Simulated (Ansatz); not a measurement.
I need harmonic frequencies at the relaxed geometry of CH3BClFOSi, SMILES F[SiH](Cl)C1BO1. Use the Ansatz DFT code, driven from Python. Use (for the species named): r2SCAN, def2-SVP basis, multiplicity 1.

```xyz
9

F     1.0359   -2.0117   -1.3516
Si    0.9473   -0.7647   -0.1855
Cl    1.3653   -1.5982    1.6672
C    -0.6804    0.0073   -0.1316
B    -0.7782    1.4951    0.2990
O    -0.9131    0.9814   -1.0798
H     1.9780    0.2691   -0.5059
H    -1.6369   -0.5828    0.0287
H    -1.2294    2.1581    1.2424
```

`freq_ch3bclfosi.py`
```python
# -*- coding: utf-8 -*-
"""Harmonic frequencies of CH3BClFOSi at its relaxed geometry."""

import ansatz as az
import numpy as np

BASIS = "def2-SVP"
FUNCTIONAL = "r2scan"

geometry_ang = [
    ("F", (1.0359, -2.0117, -1.3516)),
    ("Si", (0.9473, -0.7647, -0.1855)),
    ("Cl", (1.3653, -1.5982, 1.6672)),
    ("C", (-0.6804, 0.0073, -0.1316)),
    ("B", (-0.7782, 1.4951, 0.299)),
    ("O", (-0.9131, 0.9814, -1.0798)),
    ("H", (1.978, 0.2691, -0.5059)),
    ("H", (-1.6369, -0.5828, 0.0287)),
    ("H", (-1.2294, 2.1581, 1.2424)),
]
ch3bclfosi = az.Crystal.molecule()
for symbol, xyz in geometry_ang:
    ch3bclfosi = ch3bclfosi.atom(symbol, xyz)

setup = ch3bclfosi.calculation()
setup = setup.basis(gaussian=BASIS)
setup = setup.functional(FUNCTIONAL)
symbols = [site.symbol for site in ch3bclfosi.cartesian_sites]
start = np.array([site.position_ang for site in ch3bclfosi.cartesian_sites], dtype=float)
def progress(event):
    if event["event"] == "relax_step":
        row = event["data"]
        print(f"step {row['step']:3d}  E = {row['lagrangian_ev']:.6f} eV  max force {row['allowed_force_max_ev_ang']:.4f} eV/A")


report = setup.relax(force_tolerance=0.003).session().plan().execute(on_event=progress).report
end = np.array(report["positions_ang"])

print("bond        before    after (A)")
for i, j in [(0, 1), (1, 2), (1, 3), (1, 6), (3, 4), (3, 5), (3, 7), (4, 5), (4, 8)]:
    d0, d1 = (np.linalg.norm(xyz[i] - xyz[j]) for xyz in (start, end))
    print(f"{symbols[i]}{i}-{symbols[j]}{j}".ljust(10), f"{d0:8.4f} {d1:8.4f}")

# frequencies need a stationary point, so they are taken at the relaxed geometry
minimum = az.Crystal.molecule()
for symbol, xyz in zip(symbols, end):
    minimum = minimum.atom(symbol, xyz.tolist())
vibrating = (
    minimum.calculation()
    .basis(gaussian=BASIS)
    .functional(FUNCTIONAL)
    .phonons(temperatures=(100, 500, 100))
)
vib = vibrating.run().report["vibrations"]
sums = vib["harmonic_sums"]
modes = [m["omega_inv_cm"] for m in sums["modes_at_gamma"] if m["rigid_motion"] == "no"]
for number, w in enumerate(modes, start=1):
    print(f"mode {number:2d} {w:9.1f} 1/cm {w / 8065.544 * 1000:8.2f} meV")
print("imaginary modes:", sum(w < 0 for w in modes), " zero-point energy:", round(sums["zero_point_energy_ev"], 4), "eV")
print("T (K)   F_vib (eV)   S_vib (meV/K)   C_vib (meV/K)")
for row in zip(sums["temperatures_k"], sums["vibrational_free_energy_ev"], vib["entropy_ev_per_k"], vib["heat_capacity_ev_per_k"]):
    print(f"{row[0]:6.1f} {row[1]:11.4f} {1000 * row[2]:13.4f} {1000 * row[3]:15.4f}")
```

Output of `python freq_ch3bclfosi.py`:
```text
step   1  E = -26911.534987 eV  max force 4.9772 eV/A
step   2  E = -26912.407118 eV  max force 2.1452 eV/A
step   3  E = -26912.735484 eV  max force 0.8231 eV/A
step   4  E = -26912.765451 eV  max force 0.2757 eV/A
step   5  E = -26912.774248 eV  max force 0.2672 eV/A
step   6  E = -26912.776696 eV  max force 0.1671 eV/A
step   7  E = -26912.779145 eV  max force 0.0670 eV/A
step   8  E = -26912.779488 eV  max force 0.1058 eV/A
step   9  E = -26912.780645 eV  max force 0.0453 eV/A
step  10  E = -26912.780974 eV  max force 0.0209 eV/A
step  11  E = -26912.781024 eV  max force 0.0151 eV/A
step  12  E = -26912.781038 eV  max force 0.0060 eV/A
step  13  E = -26912.781030 eV  max force 0.0248 eV/A
step  14  E = -26912.781042 eV  max force 0.0023 eV/A
bond        before    after (A)
F0-Si1       1.7096   1.6200
Si1-Cl2      2.0741   2.0587
Si1-C3       1.8023   1.8505
Si1-H6       1.4946   1.4798
C3-B4        1.5519   1.5306
C3-O5        1.3792   1.5453
C3-H7        1.1353   1.1011
B4-O5        1.4776   1.3253
B4-H8        1.2382   1.1933
mode  1      56.8 1/cm     7.04 meV
mode  2     110.1 1/cm    13.65 meV
mode  3     171.7 1/cm    21.29 meV
mode  4     214.1 1/cm    26.55 meV
mode  5     301.5 1/cm    37.38 meV
mode  6     343.8 1/cm    42.63 meV
mode  7     564.8 1/cm    70.03 meV
mode  8     658.0 1/cm    81.58 meV
mode  9     681.6 1/cm    84.51 meV
mode 10     784.8 1/cm    97.30 meV
mode 11     808.9 1/cm   100.29 meV
mode 12     847.2 1/cm   105.04 meV
mode 13     875.3 1/cm   108.53 meV
mode 14     926.9 1/cm   114.92 meV
mode 15     961.0 1/cm   119.14 meV
mode 16    1118.5 1/cm   138.68 meV
mode 17    1207.5 1/cm   149.72 meV
mode 18    1447.1 1/cm   179.42 meV
mode 19    2294.9 1/cm   284.54 meV
mode 20    2746.8 1/cm   340.56 meV
mode 21    3111.2 1/cm   385.74 meV
imaginary modes: 0  zero-point energy: 1.2543 eV
T (K)   F_vib (eV)   S_vib (meV/K)   C_vib (meV/K)
 100.0      1.2459        0.2152          0.2861
 200.0      1.2105        0.4885          0.5283
 300.0      1.1486        0.7488          0.7684
 400.0      1.0611        0.9983          0.9674
 500.0      0.9495        1.2311          1.1173
```

What to keep in mind:
- Total energies depend on the basis set; only differences at equal settings carry meaning.
- The frequencies are harmonic and unscaled, in a modest basis. The result belongs to the one conformer reached from this start, and soft torsions count as harmonic oscillators.
- Wall time of the script: 4.2 min on 1 thread of Intel(R) Xeon(R) 6975P-C (Granite Rapids) (shared host), peak memory 0.31 GiB.

(A comment or docstring line of the script was reworded after the run, the code is as it ran; lines on the test bed's own set-up are left out of the output.)
